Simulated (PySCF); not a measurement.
**ZnP (quartet): basis, grid and Hamiltonian**

The method stays; parts of the set-up, such as the basis or the Hamiltonian, are changed.

Method: each script names its method and basis; program: PySCF 2.14.0.

6 further runs of the same task are left out: 6 that didn't finish.

## (1) Where the work starts

ZnP (quartet): 2 atoms, charge 0, spin multiplicity 4.

Bond lengths: Zn1–P2 2.255 Å.

## (2) The base run

input.py reads:

```python
from pyscf import gto, dft

mol = gto.M(
    atom='Zn 0 0 0; P 0 0 2.255',
    basis='lanl2dz',
    ecp={'Zn': 'lanl2dz', 'P': 'lanl2dz'},
    charge=0,
    spin=3,
    verbose=3,
)
mf = dft.ROKS(mol, xc='olyp')
mf.kernel()
g = mf.nuc_grad_method()
g.grid_response = True
g.kernel()
mf.dip_moment()
print('orbital energies (hartree):', mf.mo_energy[..., max(0, mol.nelec[1]-3):mol.nelec[0]+3].round(4))
```

Launch:

```
$ python input.py
```

The log of this run is left out.

In short: E(SCF) = -72.436178 Eh, μ = 0.87 D, gradient on the second atom -0.0555 Eh/bohr.

The bond length is a typed value, not an optimised one. The quartet is typed in the script; nothing here shows that it is the ground state.

## (3) Integration grid 5

Edit 1 changes integration grid: default → 5.

input.py reads:

```python
from pyscf import gto, dft

mol = gto.M(
    atom='Zn 0 0 0; P 0 0 2.255',
    basis='lanl2dz',
    ecp={'Zn': 'lanl2dz', 'P': 'lanl2dz'},
    charge=0,
    spin=3,
    verbose=3,
)
mf = dft.ROKS(mol, xc='olyp')
mf.grids.level = 5
mf.kernel()
g = mf.nuc_grad_method()
g.grid_response = True
g.kernel()
mf.dip_moment()
print('orbital energies (hartree):', mf.mo_energy[..., max(0, mol.nelec[1]-3):mol.nelec[0]+3].round(4))
```

Launch:

```
$ python input.py
```

## (4) Def2-svpd (core potential off)

Edit 2 changes basis set: lanl2dz → def2-svpd; core potential: on → off. The core potential changes with it: totals don't compare.

Changes to input.py since step 2:

```diff
@@ -4,4 +4,3 @@
     atom='Zn 0 0 0; P 0 0 2.255',
-    basis='lanl2dz',
-    ecp={'Zn': 'lanl2dz', 'P': 'lanl2dz'},
+    basis='def2-svpd',
     charge=0,
```

## (5) 6-31g* (core potential off)

Edit 3 changes basis set: lanl2dz → 6-31g*; core potential: on → off. The core potential changes with it: totals don't compare.

Changes to input.py since step 2:

```diff
@@ -4,4 +4,3 @@
     atom='Zn 0 0 0; P 0 0 2.255',
-    basis='lanl2dz',
-    ecp={'Zn': 'lanl2dz', 'P': 'lanl2dz'},
+    basis='6-31g*',
     charge=0,
```

## (6) Integration grid 4

Edit 4 changes integration grid: default → 4.

Changes to input.py since step 2:

```diff
@@ -11,2 +11,3 @@
 mf = dft.ROKS(mol, xc='olyp')
+mf.grids.level = 4
 mf.kernel()
```

Q: Predict the outcome of this session. Wanted: for each run, E(SCF); from base; SCF dipole.

**Answer**, as computed:

| run | E(SCF) (hartree) | from base (eV) | SCF dipole (D) | functions |
| --- | --- | --- | --- | --- |
| base | -72.436178 | 0 | 0.87 | 26 |
| integration grid 5 | -72.436179 | 0.0000 | 0.87 | 26 |
| def2-svpd (core potential off) | -2120.814823 | not comparable | 0.49 | 58 |
| 6-31g* (core potential off) | -2120.810541 | not comparable | 0.68 | 52 |
| integration grid 4 | -72.436179 | 0.0000 | 0.87 | 26 |

**Reading.** With integration grid 5 or integration grid 4 the SCF ends at the base energy.
